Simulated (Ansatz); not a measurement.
# Si: relaxing the atoms and single point

The task, for Si: 2 runs in a chain (relaxing the atoms and single point).

Program: Ansatz 0.2.0. Level of theory: DFT PBE, scalar-relativistic, plane waves, PAW, and further levels as typed in the inputs. These are calculated values, not measurements.

**1. The structure to begin with**

Symmetry: R-3m, No. 166, trigonal system. Conventional cell: a = 3.834 Å, b = 3.834 Å, c = 9.501 Å, α = 90.00°, β = 90.00°, γ = 120.00°. Around Si (site symmetry 3m) lie 4 Si at 2.35 to 2.38 Å.

Coordinates:

```cif
data_structure
_symmetry_space_group_name_H-M 'P 1'
_symmetry_Int_Tables_number 1
_cell_length_a 3.8639
_cell_length_b 3.8639
_cell_length_c 3.8639
_cell_angle_alpha 59.490
_cell_angle_beta 59.490
_cell_angle_gamma 59.490
_cell_volume 40.32
loop_
_atom_site_label
_atom_site_type_symbol
_atom_site_fract_x
_atom_site_fract_y
_atom_site_fract_z
_atom_site_occupancy
Si1 Si 0.00000 0.00000 0.00000 1
Si2 Si 0.25000 0.25000 0.25000 1
```

**2. Relaxing the atoms: Si, no spin**

Input file input.yaml:

```yaml
crystal:
  lattice:
    - [0.0210460231, 2.7321321031, 2.7321321031]
    - [2.7321321031, 0.0210460231, 2.7321321031]
    - [2.7321321031, 2.7321321031, 0.0210460231]
  atoms:
    - { symbol: Si, position: [0.0, 0.0, 0.0] }
    - { symbol: Si, position: [0.25, 0.25, 0.25] }
scf:
  occupations: { method: gaussian, width: 0.01 }
output:
  forces: true
  stress: true
hamiltonian:
  xc: pbe
kpoints:
  mp_grid: { grid: [12, 12, 12] }
relax:
  f_tol: 0.0005
```

On the command line:

```console
$ ansatz run input.yaml --threads 4 --pin off --max-ram 8192MiB --backend cpu --events-out ev --progress --plain --runs-dir out
```

What it wrote, shortened:

```text
Warning: output.stress: scf.convergence.dr2_threshold = 2.5e-10 eV (the default of a walk held to its f_tol) is looser than the 2e-10 eV advised for a printed stress (1e-10 eV for each atom of the cell: 2). What an SCF threshold leaves in a stress goes as its square root, and in the free [...]
Warning: RAYON_NUM_THREADS=4 ignored (pool sized by the plan → 4); use --threads N
[...]
Pseudopotentials: kind: paw
Pseudopotential: Si, paw, valence charge 4, recommended cutoff 420 eV (normal), Si.paw.azcp
Functional definition: PBE
[...]
Crystal: 2 atoms, lattice volume = 40.317 Å³
Basis set: ecut = 420 eV, 767 PW (Γ), exchange–correlation on 54×54×54 points (8 copies of the dense FFT grid, shifted against one another)
Bands: 8, of which v1, the nominal top of the filled ones, is band 4 counted from 1 (3 counted from 0)
Symmetry: 12 space group operations
Space group: R-3m (ITA 166), of the structure as read, at distance tolerance 3.4e-5 Å
k-points: 189 of 1728
[...]
SCF iter   1: F=—  HF=-1271.614944 eV  |F-HF|=—  |Δ(HF+E_count)|=         —  Δρ=1.21e-3  dr2=3.41e-4  ethr=1.77e-3  ⟨swp⟩=6.3  Hψ=13789  notcnv=0
[...]
relax step   1: F+E_penalty+E_count = -1271.61537142 eV  Δ(F+E_penalty+E_count) = +0.000e0 eV  max|allowed force component| = 7.212e-2 eV/Å  Δτ_max = 0.0000 Å  (6 SCF iters, dr2 threshold 1.00e-7 eV, accepted)
[...]
relax step   3: F+E_penalty+E_count = -1271.61596977 eV  Δ(F+E_penalty+E_count) = -2.629e-5 eV  max|allowed force component| = 9.858e-5 eV/Å  Δτ_max = 0.0010 Å  (3 SCF iters, dr2 threshold 1.45e-8 eV, accepted)
[...]
relax step   4: F+E_penalty+E_count = -1271.61596977 eV  Δ(F+E_penalty+E_count) = -1.853e-10 eV  max|allowed force component| = 9.768e-5 eV/Å  Δτ_max = 0.0000 Å  (3 SCF iters, accepted)
SCF converged after 3 iterations
Free energy (F): -1271.615970 eV
[...]
E sigma→0 (E₀):  -1271.615970 eV
Fermi energy:    6.464642 eV
[...]
--- Forces (eV/Å), atoms counted from 1 ---
  atom   1  Si    -0.00009768    -0.00009768    -0.00009768
  atom   2  Si     0.00009768     0.00009768     0.00009768
[...]
--- Stress (GPa, compression-positive) ---
        1.364679      -0.583290      -0.583290
       -0.583290       1.364679      -0.583290
       -0.583290      -0.583290       1.364679
  P = ⅓ Tr σ = 1.3647 GPa (13.647 kbar)
--- Relaxed structure (4 steps of the walk, 4 accepted, 0 SCFs on fresh bases) ---
  F+E_penalty+E_count = -1271.61596977 eV   max|allowed force component| = 9.768e-5 eV/Å
  atoms:
    - { symbol: Si, position: [0.0005024156267618621, 0.0005024156267618621, 0.0005024156267618623] }
    - { symbol: Si, position: [0.2494975843732382, 0.2494975843732382, 0.2494975843732381] }
```

Run time: 3.9 s. Hardware: 4 threads of Arm Neoverse V1, shared host; peak memory 0.36 GiB.

Step by step:

```csv
step,energy from step 1 (eV/cell),largest force component (eV/Å)
1,0.0000,0.0721
2,-0.0006,0.0152
3,-0.0006,0.0001
4,-0.0006,0.0001
```

Step 1 is the start.

**3. Single point: HSE06, mesh 8×8×8**

It takes the final geometry of step 2.

Input file input.yaml:

```yaml
crystal:
  lattice:
    - [0.0210460231, 2.7321321031, 2.7321321031]
    - [2.7321321031, 0.0210460231, 2.7321321031]
    - [2.7321321031, 2.7321321031, 0.0210460231]
  atoms:
    - { symbol: Si, position: [0.0005024156, 0.0005024156, 0.0005024156] }
    - { symbol: Si, position: [0.2494975844, 0.2494975844, 0.2494975844] }
scf:
  occupations: { method: gaussian, width: 0.01 }
  n_extra_bands: 6
output:
  eigenvalues: true
  eigenstates:
    kpoints:
      - [0, 0, 0]
      - [0.38, 0, 0.38]
      - [0.4, 0, 0.4]
      - [0.42, 0, 0.42]
      - [0.44, 0, 0.44]
      - [0.46, 0, 0.46]
      - [0.5, 0.5, 0.5]
      - [0.5, 0, 0]
    e_range: [-3, 3]
hamiltonian:
  xc: hse06
kpoints:
  mp_grid: { grid: [8, 8, 8] }
```

On the command line:

```console
$ ansatz run input.yaml --threads 4 --pin off --max-ram 8192MiB --backend cpu --events-out ev --progress --plain --runs-dir out
```

What it wrote, shortened:

```text
Warning: RAYON_NUM_THREADS=4 ignored (pool sized by the plan → 4); use --threads N
scf.n_extra_bands = 6 over 4 filled bands (N_el = 8.0): the run solves 10 bands
[...]
[... 2 set-up lines as earlier in the session ...]
Functional definition: HSE06
[...]
Crystal: 2 atoms, lattice volume = 40.317 Å³
Basis set: ecut = 420 eV, 767 PW (Γ)
Bands: 10, of which v1, the nominal top of the filled ones, is band 4 counted from 1 (3 counted from 0)
[... 2 set-up lines as earlier in the session ...]
k-points: 65 of 512
[...]
SCF iter   1: F=—  HF=-1271.605193 eV  |F-HF|=—  |Δ(HF+E_count)|=         —  Δρ=9.93e-4  dr2=2.58e-4  ethr=1.77e-3  ⟨swp⟩=8.4  Hψ=3428  notcnv=0
[...]
SCF 1 stopped early in 3 iterations: F = -1271.605365 eV  dr2 = 2.94e-7
[...]
Frozen-core exchange: fock
[...]
hybrid outer 1: dexx = +2.975e-3 eV, tail = 4.60e-6 eV
[...]
Frozen-core exchange: fock
[...]
SCF iter   2: F=-1272.582638 eV  HF=-1272.582638 eV  |F-HF|=9.14e-10  |Δ(HF+E_count)|=   6.78e-9  Δρ=6.76e-6  dr2=7.52e-9  ethr=6.40e-11  ⟨swp⟩=2.3  Hψ=2298  notcnv=0  defer=12
[...]
hybrid outer 2: dexx = +2.157e-8 eV, tail = 1.57e-8 eV, Δε = 8.39e-4 eV (about 9.06e-5 eV left of the loop's levels)
NSCF: frozen V_eff on 8 k-points
hybrid SCF converged: 2 outer / 7 inner (+3 warm-up), last move |dexx| = 2.16e-8 eV, tail = 1.57e-8 eV
Stability not checked: this state was not tested for a lower state beside it, because the functional holds exact exchange (a hybrid, or Hartree-Fock), whose exchange loop this test does not read (fock_operator; see scf.lower_state_search)
Free energy (F): -1272.582638 eV
Frozen-core exchange: fock
[...]
E sigma→0 (E₀):  -1272.582638 eV
Fermi energy:    6.431176 eV
[...]
--- Band table (eV; the first three rows and the last of 65) ---
  k-point 0: bands = ["-7.4176", "5.7470", "5.8601", "5.8601", "9.0183", "9.1769", "9.1769", "10.0673", "14.5693", "14.5743"]
[...]
```

It took 55 s on 4 threads of Arm Neoverse V1, shared host; peak memory 1.8 GiB.

**4. The runs side by side**

| step | level | k mesh | volume (Å³/atom) | pressure (GPa) | energy (eV) | gap on the mesh (eV) | time |
| --- | --- | --- | --- | --- | --- | --- | --- |
| 2 | PBE | 12×12×12 | 20.16 | 1.4 | -1271.616 | n/a | 3.9 s |
| 3 | HSE06 | 8×8×8 | 20.16 | n/a | -1272.583 | 1.14 | 55 s |

Totals of different systems or levels have different zeros; only balanced differences at one level mean anything.

**Reading.** The rows set the runs side by side; convergence of the settings was not tested in this session.
